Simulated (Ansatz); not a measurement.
# H6SSiSn: small, medium and large basis sets

One table from this session's results is given with a row withheld; the runs are named, their logs left out.

Program: Ansatz 0.2.0, Gaussian basis. Level of theory: one geometry, several basis sets. These are calculated values, not measurements.

Levels to be run: PBE0-D4/def2-SVP; ωB97M-V/def2-SVP; PBE0-D4/def2-QZVPP; ωB97M-V/def2-QZVPP; the functionals' def2-TZVPP values are taken from earlier runs.

### The geometry

All runs share one geometry, relaxed beforehand with PBE0-D4 in a triple-zeta def2 set. Sn takes the def2 core potential; no spin-orbit term is included.

SMILES `S[SiH2][SnH3]`, 9 atoms, charge 0, spin multiplicity 1.

Atoms are counted from 1 here; the program's logs count them from 0.

Bond lengths: S1–Si2 2.145 Å, S1–H4 1.344 Å, Si2–Sn3 2.564 Å, Si2–H5 1.488 Å, Si2–H6 1.485 Å, Sn3–H7 1.709 Å, Sn3–H8 1.709 Å, Sn3–H9 1.706 Å. Angles: Si2–S1–H4 95.0°, S1–Si2–Sn3 111.0°, S1–Si2–H5 111.4°, S1–Si2–H6 104.1°, Sn3–Si2–H5 110.6°, Sn3–Si2–H6 111.1°, H5–Si2–H6 108.4°, Si2–Sn3–H7 109.1°, Si2–Sn3–H8 111.9°, Si2–Sn3–H9 110.4°, H7–Sn3–H8 108.3°, H7–Sn3–H9 108.4°, H8–Sn3–H9 108.7°.

The first run:

Input file in.yaml:

```yaml
crystal:
  periodic: [false, false, false]
  atoms:
    - {symbol: S, position_ang: [-2.301981, 0.703844, -0.721499]}
    - {symbol: Si, position_ang: [-0.273865, 1.130048, -0.169413]}
    - {symbol: Sn, position_ang: [0.941848, -0.998608, 0.581008]}
    - {symbol: H, position_ang: [-1.983867, -0.254374, -1.608433]}
    - {symbol: H, position_ang: [0.463992, 1.791097, -1.280221]}
    - {symbol: H, position_ang: [-0.399459, 2.096559, 0.951454]}
    - {symbol: H, position_ang: [0.779429, -2.191489, -0.632489]}
    - {symbol: H, position_ang: [2.607780, -0.722591, 0.840958]}
    - {symbol: H, position_ang: [0.254724, -1.600787, 2.021436]}
basis:
  gaussian: {orbitals: def2-SVP}
hamiltonian: {xc: pbe0, dispersion: d4}
output: {orbitals: {seedname: orbitals}}
```

Command:

```
$ ansatz run in.yaml --threads 2 --pin off --events-out ev --progress --plain --max-ram 4352MiB
```

Steps of the session up to this table: PBE0-D4 in def2-SVP; ωB97M-V in def2-SVP; PBE0-D4 in def2-QZVPP; ωB97M-V in def2-QZVPP.

One of the session's tables, all rows but one given; the rest of the session is left out.

It belongs to the step «Density functionals: the series». 

```
functional       basis  HOMO (eV)
   PBE0-D4    def2-SVP      -7.14
   PBE0-D4  def2-TZVPP      -7.23
   PBE0-D4  def2-QZVPP      -7.25
   ωB97M-V    def2-SVP          ?
   ωB97M-V  def2-TZVPP      -9.28
   ωB97M-V  def2-QZVPP      -9.30
```

Estimate the missing values for ωB97M-V, def2-SVP.

**Answer.** HOMO (eV): -9.15. In the column «HOMO (eV)» it lies between ωB97M-V, def2-TZVPP (-9.28) and PBE0-D4, def2-QZVPP (-7.25).
